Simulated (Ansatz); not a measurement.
# C2H2Zn: small, medium and large basis sets

Aim: see how fast density functionals converge with the basis set for C2H2Zn.

Method: one geometry, several basis sets; program: Ansatz 0.2.0, Gaussian basis.

Plan: PBE0-D4/def2-SVP; ωB97M-V/def2-SVP; PBE0-D4/def2-QZVPP; ωB97M-V/def2-QZVPP; the functionals' def2-TZVPP values are taken from earlier runs.

**1. Structure used throughout**

The geometry comes from an earlier relaxation with PBE0-D4 in a triple-zeta def2 set; it is a stationary point.

5 atoms, charge 0, spin multiplicity 1.

Atoms are counted from 1 here; the program's logs count them from 0.

Bond lengths: C1–C2 1.197 Å, C1–H4 1.065 Å, C2–H5 1.065 Å. Angles: C2–C1–H4 179.8°, C1–C2–H5 179.8°.

**2. PBE0-D4 in def2-SVP**

File in.yaml:

```yaml
crystal:
  periodic: [false, false, false]
  atoms:
    - {symbol: C, position_ang: [-0.740478, 0.119752, -0.468913]}
    - {symbol: C, position_ang: [0.043653, 1.005914, -0.286728]}
    - {symbol: Zn, position_ang: [1.443335, -2.324871, 1.469670]}
    - {symbol: H, position_ang: [-1.440248, -0.665891, -0.632993]}
    - {symbol: H, position_ang: [0.743537, 1.791397, -0.122538]}
basis:
  gaussian: {orbitals: def2-SVP}
hamiltonian: {xc: pbe0, dispersion: d4}
output: {orbitals: {seedname: orbitals}}
```

On the command line:

```bash
$ ansatz run in.yaml --threads 2 --pin off --events-out ev --progress --plain --max-ram 4352MiB
```

Further steps of the session: ωB97M-V in def2-SVP; PBE0-D4 in def2-QZVPP; ωB97M-V in def2-QZVPP.

**Question.** What will the summary of the whole plan be? Wanted: PBE0-D4: double and triple zeta above quadruple; ωB97M-V: double and triple zeta above quadruple.

**Answer**, as computed:

| quantity | value |
| --- | --- |
| PBE0-D4: double and triple zeta above quadruple | 10.84, 1.26 eV |
| ωB97M-V: double and triple zeta above quadruple | 10.90, 1.21 eV |

In words: PBE0-D4 gains 9.58 eV from double to triple zeta, then 1.26 eV more. These are total energies; as a rule much of such shifts cancels in differences, which this series doesn't test. The LUMO of ωB97M-V is positive and keeps falling with the basis (3.17 to 0.61 eV): an unbound level that the basis holds in place.
